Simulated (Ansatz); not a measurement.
# GeH3Si: the cost of one run

The runs use Ansatz 0.2.0, Gaussian basis; cc-pVTZ, core rule «outside noble gas», up to 19 orbitals frozen.

The runs, in order: UHF; CCSD(T) on ROHF; CCSD(T) on UHF; BCCD(T) on ROHF.

7 further runs of the same task are left out: 7 set aside as unsound or not needed.

## Step 1: The geometry

The geometry derives from a PBE0/def2-TZVP stationary point (not a proven minimum). One bond is set to the value named and the two fragments are kept rigid. No spin-orbit coupling is included. The filled d shell of Ge may be among the frozen orbitals whatever the setting's name suggests.

5 atoms, charge 0, spin multiplicity 2.

Atoms are counted from 1 here; the program's logs count them from 0.

Bond lengths: Si1–Ge2 2.197 Å, Si1–H3 1.499 Å, Si1–H4 1.492 Å, Si1–H5 1.492 Å. Angles: Ge2–Si1–H3 101.6°, Ge2–Si1–H4 116.0°, Ge2–Si1–H5 116.0°, H3–Si1–H4 107.3°, H3–Si1–H5 107.3°, H4–Si1–H5 107.7°.

## Step 2: UHF

in.yaml reads:

```yaml
crystal:
  periodic: [false, false, false]
  atoms:
    - {symbol: Si, position_ang: [-0.005629, 0.000000, 1.522573]}
    - {symbol: Ge, position_ang: [-0.001600, 0.000000, -0.674423]}
    - {symbol: H, position_ang: [1.462034, -0.000031, 1.826073]}
    - {symbol: H, position_ang: [-0.594923, 1.204279, 2.176366]}
    - {symbol: H, position_ang: [-0.594974, -1.204254, 2.176366]}
basis:
  gaussian: {orbitals: cc-pVTZ}
magnetization: {spin_polarized: true, initial_magnetization: 1}
hamiltonian: {xc: hf}
output: {orbitals: {seedname: orbitals}}
```

Command:

```
> ansatz run in.yaml --threads 1 --pin off --events-out ev --progress --plain --max-ram 4096MiB --backend cpu
```

Q: Estimate wall time and peak memory on 1 thread of AMD EPYC 7R13, shared host.

About 24 s, with a peak of 0.41 GiB.
